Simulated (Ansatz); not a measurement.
**COSe: taking an electron away**

One table from this session's results is given with a row withheld; the runs are named, their logs left out.

The runs use Ansatz 0.2.0, Gaussian basis; unrestricted cation, the program's frozen cores in correlated methods.

Levels to be run: UKS PBE-D4/def2-TZVPP; UKS r2SCAN-D4/def2-TZVPP; UKS PBE0-D4/def2-TZVPP; UKS B3LYP-D4/def2-TZVPP; UKS wB97X-V/def2-TZVPP; UKS wB97M-V/def2-TZVPP; UKS B2PLYP/def2-TZVPP; UHF-CCSD(T)/def2-TZVPP; UHF-MP2/def2-QZVPP; extrapolation to the limit; then −ε(HOMO) from the neutral's earlier runs with LDA (SPW92), PBE-D4, revPBE-D4, BLYP-D4, r2SCAN-D4, B97M-V, PBE0-D4, B3LYP-D4, r2SCANh-D4, r2SCAN0-D4, HSE06-D4, BHLYP-D4, CAM-B3LYP-D4, LC-ωPBE, ωB97X-V, ωB97M-V.

**The relaxed structure**

The geometry comes from an earlier relaxation with PBE0-D4 in a triple-zeta def2 set; it is a stationary point.

SMILES `O=C=[Se]`, 3 atoms, charge 0, spin multiplicity 1.

Atoms are counted from 1 here; the program's logs count them from 0.

Bond lengths: O1–C2 1.149 Å, C2–Se3 1.707 Å. Angles: O1–C2–Se3 180.0°.

Set-up of the first run:

in.yaml reads:

```yaml
crystal:
  periodic: [false, false, false]
  atoms:
    - {symbol: O, position_ang: [-0.823629, 0.973286, -0.350914]}
    - {symbol: C, position_ang: [-0.117783, 0.116834, -0.052622]}
    - {symbol: Se, position_ang: [0.930412, -1.155020, 0.390336]}
basis:
  gaussian: {orbitals: def2-TZVPP}
total_charge: 1
magnetization: {spin_polarized: true, initial_magnetization: 1}
hamiltonian: {xc: pbe, dispersion: d4}
```

The run is started by

```console
ansatz run in.yaml --threads 2 --pin off --events-out ev --progress --plain --max-ram 4352MiB
```

Among the steps run: Cation, UKS PBE-D4/def2-TZVPP; Cation, UKS r2SCAN-D4/def2-TZVPP; Cation, UKS PBE0-D4/def2-TZVPP; Cation, UKS B3LYP-D4/def2-TZVPP; Cation, UKS wB97X-V/def2-TZVPP; Cation, UKS wB97M-V/def2-TZVPP; Cation, UKS B2PLYP (frozen core)/def2-TZVPP; Cation, UHF-CCSD(T)/def2-TZVPP; Cation, UHF-MP2/def2-QZVPP.

One table of the session follows, with a row left open; its other results are not shown here.

For comparison, −ε(HOMO) of the neutral from earlier runs:

```
  functional  −ε(HOMO) (eV)
 LDA (SPW92)           7.12
      PBE-D4              ?
   revPBE-D4           6.87
     BLYP-D4           6.76
   r2SCAN-D4           7.23
      B97M-V           7.19
     PBE0-D4           8.07
    B3LYP-D4           7.83
  r2SCANh-D4           7.64
  r2SCAN0-D4           8.27
    HSE06-D4           7.67
    BHLYP-D4           9.03
CAM-B3LYP-D4           9.30
     LC-ωPBE          10.59
     ωB97X-V          10.25
     ωB97M-V          10.12
```

**Question.** Estimate the row for PBE-D4.

The run gave: −ε(HOMO) (eV): 6.93. In the column «−ε(HOMO) (eV)» it lies between revPBE-D4 (6.87) and LDA (SPW92) (7.12).
